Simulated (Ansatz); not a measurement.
# V: the cost of one run

Computed with Ansatz 0.2.0 (DFT PBEsol, all-electron LAPW, scalar-relativistic unless said, unless a step's input says otherwise).

2 further runs of the same task are left out: 2 set aside as unsound or not needed. Runs told in other sessions of the task aren't counted.

## 1. Starting point

The structure is cubic, space group Im-3m (No. 229). The conventional cell has a = 2.959 Å, b = 2.959 Å, c = 2.959 Å, α = 90.00°, β = 90.00°, γ = 90.00°. Around V (site symmetry m-3m) lie 8 V at 2.56 Å.

As a file:

```xyz
1
Lattice="-1.4795 1.4795 1.4795 1.4795 -1.4795 1.4795 1.4795 1.4795 -1.4795" Properties=species:S:1:pos:R:3 pbc="T T T"
V     0.0000    0.0000    0.0000
```

Cartesian axes are those of the input's lattice vectors. The structure goes back to a database entry.

## 2. Reference run, LAPW

File input.yaml:

```yaml
crystal:
  lattice:
    - [-1.47947192229, 1.47947192229, 1.47947192229]
    - [1.47947192229, -1.47947192229, 1.47947192229]
    - [1.47947192229, 1.47947192229, -1.47947192229]
  atoms:
    - { symbol: V, position: [0.0, 0.0, 0.0] }
kpoints:
  mp_grid: { grid: [26, 26, 26] }
scf:
  occupations: { method: fermi_dirac, width: 0.05 }
hamiltonian:
  xc: pbesol
  pseudopotentials: { kind: all_electron, lapw: { basis_error: 0.001 } }
elastic:
  mode: relaxed_ion
  stencil: two_point
  amplitude: 0.003
```

Launch:

```console
> ansatz run input.yaml --threads 2 --pin off --max-ram 6144MiB --backend cpu --events-out ev --progress --plain --runs-dir out
```

What time and memory should one allow on 2 threads of Arm Neoverse V1, shared host?

About 2.7 min, with a peak of 1.6 GiB.
